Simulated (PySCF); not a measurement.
# C3H5OSi− (SMILES C#C[SiH-]OC): levels of theory compared

Wanted: a comparison of 5 runs (HF/3-21G, HF/6-31G**, B3LYP/6-31G*, TPSS/def2-TZVP) of C3H5OSi−. The job is set up through a Python script.

The calculation is run with PySCF 2.14.0.

### Step 1. The system as given

The species is C3H5OSi− (10 atoms), meant as a singlet with charge -1. SMILES: `C#C[SiH-]OC`. The coordinates come from a GFN2-xTB relaxation. This is one conformer, not always the lowest.

Bond lengths: C1–C2 1.209 Å, C2–Si3 1.876 Å, Si3–O4 1.718 Å, O4–C5 1.362 Å, C1–H6 1.061 Å, Si3–H7 1.529 Å, C5–H8 1.104 Å, C5–H9 1.104 Å, C5–H10 1.106 Å. Some angles: C1–C2–Si3 165.5°, C2–Si3–O4 103.9°, Si3–O4–C5 120.4°, C2–C1–H6 177.3°, C2–Si3–H7 96.7°, O4–Si3–H7 100.6°, O4–C5–H8 110.1°, O4–C5–H9 111.9°, O4–C5–H10 112.2°, H8–C5–H9 107.8°.

### Step 2. Energy and gradient at HF/3-21G (run 1)

Contents of run.py:

```python
import pyscf.grad
from pyscf import gto, scf

mol = gto.M(
    atom='''
C     -1.172330     1.902690     1.311490
C     -0.201470     1.275230     0.955800
Si     1.422380     0.714560     0.202220
O      0.946970    -0.195070    -1.175780
C      0.036420    -1.200380    -1.057230
H     -2.037730     2.413370     1.650570
H      1.701140    -0.410840     1.199300
H     -0.116590    -1.690540    -2.034200
H     -0.943250    -0.830450    -0.708730
H      0.364480    -1.978580    -0.343440
''',
    max_memory=1860,
    charge=-1,
    spin=0,
    basis='3-21g',
    verbose=3,
)

mf = scf.RHF(mol)
mf.conv_tol = 1e-10
mf.kernel()
if not mf.converged:
    mf = mf.newton().run(mf.mo_coeff, mf.mo_occ)

e_tot = mf.e_tot
print(f'total energy: {e_tot:.8f} hartree')
grad = mf.Gradients().kernel()
dip = mf.dip_moment()
pop, q = mf.mulliken_pop()
```

Command:

```
OMP_NUM_THREADS=1 python run.py
```

Standard output:

```text
converged SCF energy = -477.668300187546
total energy: -477.66830019 hartree
--------------- RHF gradients ---------------
         x                y                z
0 C     0.0016179721     0.0097403518    -0.0059037814
1 C     0.0344763448    -0.0214173023    -0.0034884140
2 Si    -0.0461556732    -0.0173552858     0.0005387181
[... 6 lines of this table left out ...]
9 H     0.0052931977    -0.0038927420     0.0050055551
----------------------------------------------

WARN: System has nonzero charge -1; the dipole moment is origin-dependent.
[... 2 lines left out ...]
Dipole moment(X, Y, Z, Debye): -6.08317, -3.95202, -0.37442
[... 70 lines left out ...]
charge of    9H =      0.12431
```

Run time: 3.9 s. Hardware: 1 thread of Intel Xeon at 2.70GHz, shared host; peak memory 0.13 GiB.

### Step 3. Energy and forces at HF/6-31G(d,p) (spherical functions) (run 2)

Contents of start.xyz:

```xyz
10
C3H5OSi
C     -1.172330     1.902690     1.311490
C     -0.201470     1.275230     0.955800
Si     1.422380     0.714560     0.202220
O      0.946970    -0.195070    -1.175780
C      0.036420    -1.200380    -1.057230
H     -2.037730     2.413370     1.650570
H      1.701140    -0.410840     1.199300
H     -0.116590    -1.690540    -2.034200
H     -0.943250    -0.830450    -0.708730
H      0.364480    -1.978580    -0.343440
```

Contents of calc.py:

```python
# C#C[SiH-]OC
from pyscf import gto

mol = gto.M(
    atom='start.xyz',
    charge=-1,
    basis='6-31g**',
    verbose=4,
    max_memory=1860,
    spin=0,
)

mf = mol.RHF()
mf.conv_tol = 1e-10
mf.kernel()
if not mf.converged:
    mf = mf.newton().run(mf.mo_coeff, mf.mo_occ)

etot = mf.e_tot
print('Final energy', etot)
grad = mf.nuc_grad_method().kernel()
mf.analyze()
```

Command:

```
OMP_NUM_THREADS=1 python calc.py
```

Standard output:

```text
PySCF version 2.14.0

[... 95 lines left out ...]
MO #4   energy= -11.0394868561618  occ= 2
[... 18 lines left out ...]
MO #23  energy= -0.0624359605047928 occ= 2
[... 18 lines left out ...]
MO #42  energy= 0.9699880679069    occ= 0
[... 18 lines left out ...]
MO #61  energy= 1.66039539379174   occ= 0
[... 18 lines left out ...]
MO #80  energy= 2.59367245774916   occ= 0
[... 18 lines left out ...]
MO #99  energy= 4.46640522334878   occ= 0
[... 113 lines left out ...]
WARN: System has nonzero charge -1; the dipole moment is origin-dependent.
Location of origin: [0. 0. 0.]

Dipole moment(X, Y, Z, Debye): -6.07500, -4.10776, -0.42774
```

It took 14 s on 1 thread of Intel Xeon at 2.70GHz, shared host; peak memory 0.21 GiB.

Runs 3 to 4 aren't shown in full; the table further down has their settings and results.

### Step 4. Energy and forces at TPSS/def2-TZVP (run 5)

Contents of input.py:

```python
# C#C[SiH-]OC
from pyscf import gto, dft

mol = gto.Mole()
mol.atom = '''
C     -1.172330     1.902690     1.311490
C     -0.201470     1.275230     0.955800
Si     1.422380     0.714560     0.202220
O      0.946970    -0.195070    -1.175780
C      0.036420    -1.200380    -1.057230
H     -2.037730     2.413370     1.650570
H      1.701140    -0.410840     1.199300
H     -0.116590    -1.690540    -2.034200
H     -0.943250    -0.830450    -0.708730
H      0.364480    -1.978580    -0.343440
'''
mol.verbose = 4
mol.charge = -1
mol.basis = 'def2-tzvp'
mol.max_memory = 1860
mol.build()

mf = dft.RKS(mol)
mf.xc = 'tpss'
mf.grids.level = 5
mf.conv_tol = 1e-10
mf.kernel()
if not mf.converged:
    mf = mf.newton().run(mf.mo_coeff, mf.mo_occ)

e_tot = mf.e_tot
print('E = %.10f Eh' % e_tot)
grad = mf.nuc_grad_method().kernel()
mf.analyze()
```

Command:

```
OMP_NUM_THREADS=1 python input.py
```

Standard output:

```text
PySCF version 2.14.0

[... 126 lines left out ...]
MO #21  energy= -0.0730186368065077 occ= 2
[... 33 lines left out ...]
MO #55  energy= 0.629450235124199  occ= 0
[... 33 lines left out ...]
MO #89  energy= 1.52258296553809   occ= 0
[... 33 lines left out ...]
MO #123 energy= 2.58777941945381   occ= 0
[... 33 lines left out ...]
MO #157 energy= 3.75208624754103   occ= 0
[... 33 lines left out ...]
MO #191 energy= 43.8608666209149   occ= 0
[... 205 lines left out ...]
WARN: System has nonzero charge -1; the dipole moment is origin-dependent.
Location of origin: [0. 0. 0.]

Dipole moment(X, Y, Z, Debye): -5.25554, -3.90944, -0.84977
```

Run time: 3.8 min. Hardware: 1 thread of Intel Xeon at 2.70GHz, shared host; peak memory 2.9 GiB.

### Step 5. Overview of the runs

```
run                               level  integration grid  Cartesian functions  energy (Eh)  HOMO energy (eV)  LUMO energy (eV)  HOMO–LUMO gap (eV)  wall time
  1                            HF/3-21G                 –                   no  -477.668300             -1.68              9.39               11.07      3.9 s
  2    HF/6-31G** (spherical functions)                 –                   no  -480.232867             -1.70              8.92               10.61       14 s
  3  B3LYP/6-31G* (spherical functions)                 5                   no  -481.991326              0.63              5.32                4.70       39 s
  4  B3LYP/6-31G* (Cartesian functions)                 5                  yes  -481.996677              0.62              5.30                4.68       41 s
  5                      TPSS/def2-TZVP                 5                   no  -482.149495              0.85              4.03                3.18    3.8 min
```

### Step 6. Summary of results

```
                                                    quantity          value
                                         run 5: total energy  -482.14950 Eh
                                          run 5: HOMO energy        0.85 eV
                                          run 5: LUMO energy        4.03 eV
run 5: HOMO–LUMO gap (to an unbound level, set by the basis)        3.18 eV
                             run 5: largest force on an atom     1.622 eV/Å
```

In words: The HOMO–LUMO gap runs from 3.18 eV (TPSS/def2-TZVP) to 11.07 eV (HF/3-21G). The two ends differ in method and basis. The empty levels of an anion lie above zero and hang on the basis. Totals of different functionals can't be ranked against each other. In runs 3, 4, 5 the HOMO lies above zero, so the outermost electron may be held by the basis alone. All runs together took 5.4 min, the longest 3.8 min.
